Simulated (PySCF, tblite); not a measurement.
# C₅H₁₁NO₂Si: geometry, infrared bands and NMR shifts

Wanted: the infrared bands and NMR shifts of C₅H₁₁NO₂Si (`[H]/N=C/[C@]1(CC)CO[SiH2]O1`), by calculation.

Programs: tblite 0.8.0 and PySCF 2.14.0, with density-fitted response routines of our own. Each step states its level of theory. These are calculated values for one molecule in the gas phase, unless marked as measured. Atoms count from 0, in the outputs and in this text.

**1. Starting geometry**

20 atoms, charge 0, multiplicity 1; geometry from: force field or distance geometry start.

Bonds of the start (Å): C0–C1 1.54, C1–C2 1.53, C2–C3 1.53, C3–N4 1.28, C2–C5 1.57, C5–O6 1.43, O6–Si7 1.67, Si7–O8 1.67, O8–C2 1.44, C0–H9 1.08, C0–H10 1.10, C0–H11 1.09, C1–H12 1.08, C1–H13 1.09, C3–H14 1.11, N4–H15 1.03, C5–H16 1.09, C5–H17 1.09, Si7–H18 1.48, Si7–H19 1.48.

**2. Geometry optimisation with GFN2-xTB**

The job: settings as JSON, then the geometry in Å.

```
{"job": {"kind": "relax", "xc": "GFN2-xTB", "basis": "xTB"}, "charge": 0, "multiplicity": 1}
C      2.252900    -0.838000     0.246600
C      1.280900    -0.081500    -0.683000
C     -0.117600     0.090200    -0.082300
C     -0.050400     0.956300     1.173800
N      0.317100     2.187600     1.173100
C     -1.079100     0.753900    -1.124100
O     -2.417000     0.323700    -0.838900
Si    -2.313000    -1.179700    -0.112400
O     -0.675500    -1.200400     0.235600
H      3.213300    -0.950900    -0.236600
H      1.867000    -1.837600     0.482700
H      2.400700    -0.298000     1.187000
H      1.213000    -0.659500    -1.595700
H      1.725600     0.887500    -0.928400
H     -0.303800     0.466700     2.140900
H      0.305700     2.567400     2.134300
H     -0.836300     0.442500    -2.143500
H     -1.044900     1.843600    -1.096800
H     -2.646100    -2.250300    -1.079100
H     -3.097700    -1.212800     1.143700
```

The run is started by

```console
OMP_NUM_THREADS=1 python probes_run.py task.json out
```

This one command runs all jobs of the session in turn.

**Question.** This job is followed by: GFN2-xTB harmonic vibrations, gas phase; GIAO PBE0/pcSseg-1 NMR shielding, non-relativistic, gas phase. Predict these results of the whole session: strongest single infrared mode (GFN2-xTB); zero-point energy (GFN2-xTB); 13C shifts against TMS (PBE0/pcSseg-1); 1H shifts against TMS (PBE0/pcSseg-1, means over atoms taken as alike); 15N shifts against NH3 (PBE0/pcSseg-1); 17O shifts against H2O (PBE0/pcSseg-1); 29Si shifts against TMS (PBE0/pcSseg-1).

The runs gave:

| quantity | value |
| --- | --- |
| strongest single infrared mode (GFN2-xTB) | 2329 cm⁻¹, 419 km/mol |
| zero-point energy (GFN2-xTB) | 98.0 kcal/mol |
| 13C shifts against TMS (PBE0/pcSseg-1) | 193.3, 85.6, 80.2, 40.9, 10.9 ppm |
| 1H shifts against TMS (PBE0/pcSseg-1, means over atoms taken as alike) | 11.54, 8.93, 5.14, 5.10, 4.91, 3.92, 2.01, 1.59, 1.19 ppm |
| 15N shifts against NH3 (PBE0/pcSseg-1) | 363.7 ppm |
| 17O shifts against H2O (PBE0/pcSseg-1) | 66.1, 40.1 ppm |
| 29Si shifts against TMS (PBE0/pcSseg-1) | -2.6 ppm |

In words: Over 78 steps the energy fell by 0.286 eV; of the close pairs, C5–O6 changed most, 1.434 to 1.395 Å. No mode is imaginary among the 54: a minimum at this level. The strongest single mode, at 2329 cm⁻¹, moves mainly H19 and H18. Unscaled tight-binding wavenumbers are off by several per cent, some by more. Its intensities can rank the bands wrongly. At PBE0/pcSseg-1: Shielding is most anisotropic at N4 (span 691 ppm, paramagnetic term -416 ppm).
